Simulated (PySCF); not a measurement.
# GeH5P: the cost of one run

Programs: PySCF 2.14.0, with routines of our own; each step states its level. All values are computed. Atoms count from 0.

## (1) The starting structure

7 atoms, charge 0, multiplicity 1; geometry from: GFN2-xTB.

## (2) Geometry optimisation at PBE0-D3(BJ)/def2-SVP

Job settings and geometry (Å):

```
{"job": {"xc": "PBE0", "basis": "def2-SVP", "d3": "d3bj", "grid": 1, "maxiter": 30, "shake": 0.01, "kind": "geom"}, "charge": 0, "multiplicity": 1}
P      1.300320    -0.149300     0.873070
Ge    -0.778540     0.169440    -0.094340
H      1.921530     0.537620    -0.164970
H      1.500130    -1.359570     0.263820
H     -1.809080    -0.686170     0.567240
H     -1.243360     1.593580     0.065300
H     -0.857050    -0.134700    -1.560050
```

Run with:

```
OMP_NUM_THREADS=1 python heavy_run.py task.json out
```

This one command runs all jobs of the session in turn.

Q: Estimate the wall time and peak memory of this first job on 1 thread of Intel Xeon at 2.60GHz, shared host.

About 8.3 s, with a peak of 0.33 GiB.
